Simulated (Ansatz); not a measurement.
**Hafnium, dhcp under PBE: ground state and equation of state**

Aim: take hafnium in the dhcp structure, relax it, solve it on a dense k-mesh, then scale the cell to 7 volumes from 88 to 112 % of the relaxed one and try a fit of the equation of state. Spin polarisation is left out. The k-meshes are 11×11×3 for the relaxation; 15×15×4 for the dense run; 15×15×4 for the volumes.

Program: Ansatz 0.2.0. Level of theory: DFT PBE, plane waves (420 eV) with PAW, scalar-relativistic. These are calculated values, not measurements.

### 1 Starting point

It takes space group P6_3/mmc (No. 194, hexagonal). The conventional cell has a = 3.163 Å, b = 3.163 Å, c = 10.331 Å, α = 90.00°, β = 90.00°, γ = 120.00°. Around Hf (site symmetry -3m) lie 12 Hf at 3.16 Å. Hf (site symmetry -6m2) is surrounded by 12 Hf at 3.16 Å.

Structure file:

```
CELL_PARAMETERS angstrom
3.16320 0.00000 0.00000
-1.58160 2.73941 0.00000
0.00000 0.00000 10.33100
ATOMIC_POSITIONS crystal
Hf 0.00000 0.00000 0.00000
Hf 0.00000 0.00000 0.50000
Hf 0.33333 0.66667 0.25000
Hf 0.66667 0.33333 0.75000
```

### 2 Geometry optimisation

File input.yaml:

```yaml
crystal:
  lattice:
    - [3.1631972627, 0.0, 0.0]
    - [-1.5815986313, 2.7394091867, 0.0]
    - [0.0, 0.0, 10.3310022599]
  atoms:
    - { symbol: Hf, position: [0.0, 0.0, 0.0] }
    - { symbol: Hf, position: [0.0, 0.0, 0.5] }
    - { symbol: Hf, position: [0.3333333333, 0.6666666667, 0.25] }
    - { symbol: Hf, position: [0.6666666667, 0.3333333333, 0.75] }
hamiltonian:
  xc: pbe
  pseudopotentials:
    kind: paw
    azcp:
      Hf: "pseudopotentials/Hf.paw.azcp"
basis:
  ecutwfc: 420
  fft_grid_basis: typed
kpoints:
  mp_grid: { grid: [11, 11, 3], shift: [0, 0, 0] }
magnetization:
  spin_polarized: false
scf:
  occupations: { method: fermi_dirac, width: 0.1 }
relax:
  max_steps: 60
  f_tol: 0.01
  cell: {}
```

Further steps of the session: Dense single point; Volume × 0.88; Volume × 0.92; Volume × 0.96; Volume × 1.0; Volume × 1.04; Volume × 1.08; Volume × 1.12.

Q: Predict the outcome of this session. Wanted: space group; conventional cell; volume; shortest distance; gap on the mesh; relative to hcp; V₀, B₀, B₀′.

**Answer**, as computed:

| quantity | value |
| --- | --- |
| space group (spins left aside) | P6_3/mmc (No. 194) |
| conventional cell | a = 3.200 Å, c = 10.234 Å (c/a = 3.198) |
| volume | 22.684 Å³/atom |
| shortest distance | 3.156 Å |
| gap on the mesh | none (levels filled in part) |
| relative to hcp | +51 meV/atom |
| V₀, B₀, B₀′ | 22.680 Å³/atom, 105 GPa, 3.2 |

**Reading.** The relaxation enlarged the cell by 1.4 % in volume. Against the reference form of hafnium (hcp, computed apart with the same settings) it stands 51 meV/atom higher. Levels at the Fermi energy are filled in part, as in a metal. The fitted modulus is 105 GPa; letting shape and positions relax at each volume could only lower it. The symmetry was held, so the structure may be unstable against distortions that break it.
